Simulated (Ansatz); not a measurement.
# FGaH4OSi: one species, many methods

An exercise on one series of results from a longer session: the logs are not shown, and one member is left open.

The runs use Ansatz 0.2.0, Gaussian basis; functionals in def2-TZVPP, the program's frozen cores in correlated methods.

Plan: PBE-D4, r2SCAN-D4, PBE0-D4, B3LYP-D4, ωB97X-V, ωB97M-V, B2PLYP; CCSD(T)/def2-TZVPP; MP2/def2-QZVPP; extrapolation to the limit.

### The geometry

The geometry comes from an earlier relaxation with PBE0-D4 in a triple-zeta def2 set; it is a stationary point, not always the lowest conformer.

SMILES `[OH][GaH][SiH2]F`, 8 atoms, charge 0, spin multiplicity 1.

Atoms are counted from 1 here; the program's logs count them from 0.

Bond lengths: O1–Ga2 1.790 Å, O1–H5 0.960 Å, Ga2–Si3 2.420 Å, Ga2–H6 1.562 Å, Si3–F4 1.612 Å, Si3–H7 1.488 Å, Si3–H8 1.488 Å. Angles: Ga2–O1–H5 113.9°, O1–Ga2–Si3 116.0°, O1–Ga2–H6 113.5°, Si3–Ga2–H6 130.5°, Ga2–Si3–F4 107.9°, Ga2–Si3–H7 113.0°, Ga2–Si3–H8 113.0°, F4–Si3–H7 107.4°, F4–Si3–H8 107.4°, H7–Si3–H8 107.8°.

Set-up of the first run:

File in.yaml:

```yaml
crystal:
  periodic: [false, false, false]
  atoms:
    - {symbol: O, position_ang: [-2.152603, 0.668281, 0.454538]}
    - {symbol: Ga, position_ang: [-0.411409, 1.077094, 0.391704]}
    - {symbol: Si, position_ang: [1.066687, -0.691448, -0.347086]}
    - {symbol: F, position_ang: [0.165417, -1.990632, -0.663161]}
    - {symbol: H, position_ang: [-2.350278, -0.231724, 0.185391]}
    - {symbol: H, position_ang: [-0.099465, 2.542888, 0.831390]}
    - {symbol: H, position_ang: [2.066841, -1.082735, 0.683454]}
    - {symbol: H, position_ang: [1.806908, -0.348822, -1.592129]}
basis:
  gaussian: {orbitals: def2-TZVPP}
hamiltonian: {xc: pbe, dispersion: d4}
output: {forces: true, orbitals: {seedname: orbitals}}
```

The run is started by

```console
ansatz run in.yaml --threads 4 --pin off --events-out ev --progress --plain --max-ram 10444MiB
```

Among the steps run: PBE-D4 (GGA); r2SCAN-D4 (meta-GGA); PBE0-D4 (hybrid); B3LYP-D4 (hybrid); ωB97X-V (range-separated); ωB97M-V (range-separated); B2PLYP (double hybrid); CCSD(T) in def2-TZVPP; MP2 in def2-QZVPP.

One of the session's tables, all rows but one given; the rest of the session is left out.

```
            method  atomisation energy (kJ/mol)
            PBE-D4                            ?
         r2SCAN-D4                       2524.7
           PBE0-D4                       2471.9
          B3LYP-D4                       2492.8
           ωB97X-V                       2533.4
           ωB97M-V                       2511.2
            B2PLYP                       2483.9
     HF/def2-TZVPP                       1807.9
    MP2/def2-TZVPP                       2519.6
   CCSD/def2-TZVPP                       2435.7
CCSD(T)/def2-TZVPP                       2471.5
           MP2/CBS                       2588.2
       CCSD(T)/CBS                       2540.1
```

Q: Estimate the row for PBE-D4 from the others.

**Answer.** atomisation energy (kJ/mol): 2521.7. In the column «atomisation energy (kJ/mol)» it lies between MP2/def2-TZVPP (2519.6) and r2SCAN-D4 (2524.7).

Caveats from the session: Free atoms (1 O, 1 Ga, 1 Si, 1 F, 4 H) were run apart at each level; the atomisation energy is their sum less the molecule, without zero-point or spin-orbit terms.
